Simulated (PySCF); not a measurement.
**Mn(2+), Mn(3+): ionisation energy in cc-pVTZ**

Aim: the ionisation energy of manganese from differences of total energies, at each level of theory, and how far each lands from the tabulated value where there is one.

Method: unrestricted determinants in a Gaussian basis, no spin-orbit coupling in the energies. Code: PySCF 2.14.0.

**1. The atom as given**

```
Element                                   : manganese (Z = 25)
Basis                                     : cc-pVTZ (7s6p4d2f1g, 68 functions)
Hamiltonian                               : no relativity, point nucleus
State 1                                   : Mn(2+): [Ar] 3d5, high-spin 6S determinant
State 2                                   : Mn(3+): [Ar] 3d4, high-spin 5D determinant
Methods                                   : UHF, M06-L, M06-2X, MP2
Core shells frozen in the correlated runs : valence: [Ar] (for Mn(2+))
```

Outer shells as boxes (Hund's rule):

Mn2+ [Ar] 3d5
```
[Ar] core
3d [↑ ][↑ ][↑ ][↑ ][↑ ]
```

Mn3+ [Ar] 3d4
```
[Ar] core
3d [↑ ][↑ ][↑ ][↑ ][  ]
```

The runs were made by one driver on top of PySCF. The scripts below sum up each run's settings (the driver also hands on starting orbitals that pick excited configurations, and frozen orbitals as a list rather than a count), and the logs come from the driver's own runs. The driver starts from symmetry-adapted Hartree-Fock orbitals, holds the occupation by maximum overlap and uses a logarithmic radial grid for functionals, so a plain start would take other cycles.

The driver's launch:

```bash
$ OMP_NUM_THREADS=1 python atomrun2.py TASK.json OUT
```

The integrals over 68 functions and the set-up took 1.6 s of CPU time.

**2. Mn(2+)**

#### UHF

Contents of input.py:

```python
from pyscf import gto, scf, dft, mp, cc
import basis_set_exchange as bse
mol = gto.M(atom="Mn 0 0 0", charge=2, spin=5, symmetry="D2h",
            basis=gto.basis.parse(bse.get_basis("cc-pVTZ", elements=["Mn"], fmt="nwchem", header=False)))
mf = scf.UHF(mol)
mf.irrep_nelec = {'Ag': (5, 3), 'B1g': (1, 0), 'B2g': (1, 0), 'B3g': (1, 0), 'B1u': (2, 2), 'B2u': (2, 2), 'B3u': (2, 2)}
mf.kernel()
```

#### M06-L

input.py differs from the last one in:

```diff
@@ -4,3 +4,3 @@
             basis=gto.basis.parse(bse.get_basis("cc-pVTZ", elements=["Mn"], fmt="nwchem", header=False)))
-mf = scf.UHF(mol)
+mf = dft.UKS(mol, xc="M06L")
 mf.irrep_nelec = {'Ag': (5, 3), 'B1g': (1, 0), 'B2g': (1, 0), 'B3g': (1, 0), 'B1u': (2, 2), 'B2u': (2, 2), 'B3u': (2, 2)}
```

#### M06-2X

input.py differs from the last one in:

```diff
@@ -4,3 +4,3 @@
             basis=gto.basis.parse(bse.get_basis("cc-pVTZ", elements=["Mn"], fmt="nwchem", header=False)))
-mf = dft.UKS(mol, xc="M06L")
+mf = dft.UKS(mol, xc="M062X")
 mf.irrep_nelec = {'Ag': (5, 3), 'B1g': (1, 0), 'B2g': (1, 0), 'B3g': (1, 0), 'B1u': (2, 2), 'B2u': (2, 2), 'B3u': (2, 2)}
```

#### MP2 (valence)

```python
from pyscf import gto, scf, dft, mp, cc
import basis_set_exchange as bse
mol = gto.M(atom="Mn 0 0 0", charge=2, spin=5, symmetry="D2h",
            basis=gto.basis.parse(bse.get_basis("cc-pVTZ", elements=["Mn"], fmt="nwchem", header=False)))
mf = scf.UHF(mol)
mf.irrep_nelec = {'Ag': (5, 3), 'B1g': (1, 0), 'B2g': (1, 0), 'B3g': (1, 0), 'B1u': (2, 2), 'B2u': (2, 2), 'B3u': (2, 2)}
mf.kernel()
mp.UMP2(mf, frozen=9).kernel()
```

**3. Mn(3+): the ladder of methods**

#### UHF

Contents of input.py:

```python
from pyscf import gto, scf, dft, mp, cc
import basis_set_exchange as bse
mol = gto.M(atom="Mn 0 0 0", charge=3, spin=4, symmetry="D2h",
            basis=gto.basis.parse(bse.get_basis("cc-pVTZ", elements=["Mn"], fmt="nwchem", header=False)))
mf = scf.UHF(mol)
mf.irrep_nelec = {'Ag': (4, 3), 'B1g': (1, 0), 'B2g': (1, 0), 'B3g': (1, 0), 'B1u': (2, 2), 'B2u': (2, 2), 'B3u': (2, 2)}
mf.kernel()
```

#### M06-L

input.py differs from the last one in:

```diff
@@ -4,3 +4,3 @@
             basis=gto.basis.parse(bse.get_basis("cc-pVTZ", elements=["Mn"], fmt="nwchem", header=False)))
-mf = scf.UHF(mol)
+mf = dft.UKS(mol, xc="M06L")
 mf.irrep_nelec = {'Ag': (4, 3), 'B1g': (1, 0), 'B2g': (1, 0), 'B3g': (1, 0), 'B1u': (2, 2), 'B2u': (2, 2), 'B3u': (2, 2)}
```

#### M06-2X

input.py differs from the last one in:

```diff
@@ -4,3 +4,3 @@
             basis=gto.basis.parse(bse.get_basis("cc-pVTZ", elements=["Mn"], fmt="nwchem", header=False)))
-mf = dft.UKS(mol, xc="M06L")
+mf = dft.UKS(mol, xc="M062X")
 mf.irrep_nelec = {'Ag': (4, 3), 'B1g': (1, 0), 'B2g': (1, 0), 'B3g': (1, 0), 'B1u': (2, 2), 'B2u': (2, 2), 'B3u': (2, 2)}
```

#### MP2 (valence)

Contents of input.py:

```python
from pyscf import gto, scf, dft, mp, cc
import basis_set_exchange as bse
mol = gto.M(atom="Mn 0 0 0", charge=3, spin=4, symmetry="D2h",
            basis=gto.basis.parse(bse.get_basis("cc-pVTZ", elements=["Mn"], fmt="nwchem", header=False)))
mf = scf.UHF(mol)
mf.irrep_nelec = {'Ag': (4, 3), 'B1g': (1, 0), 'B2g': (1, 0), 'B3g': (1, 0), 'B1u': (2, 2), 'B2u': (2, 2), 'B3u': (2, 2)}
mf.kernel()
mp.UMP2(mf, frozen=9).kernel()
```

Q: Predict the outcome of this session.

As calculated:

```
                 quantity                                                          value
ionisation energy, Mn(2+)  UHF 32.589, MP2 (valence) 33.418 eV; reference 33.668 ± 0.012
```

What this shows: The methods span 1.155 eV, from UHF (32.589) to M06-L (33.743). The reference is uncertain or not like for like (spin-orbit coupling or other relativistic terms), so no ranking of close methods is drawn. All values hold for this basis alone; no basis-set limit was taken.
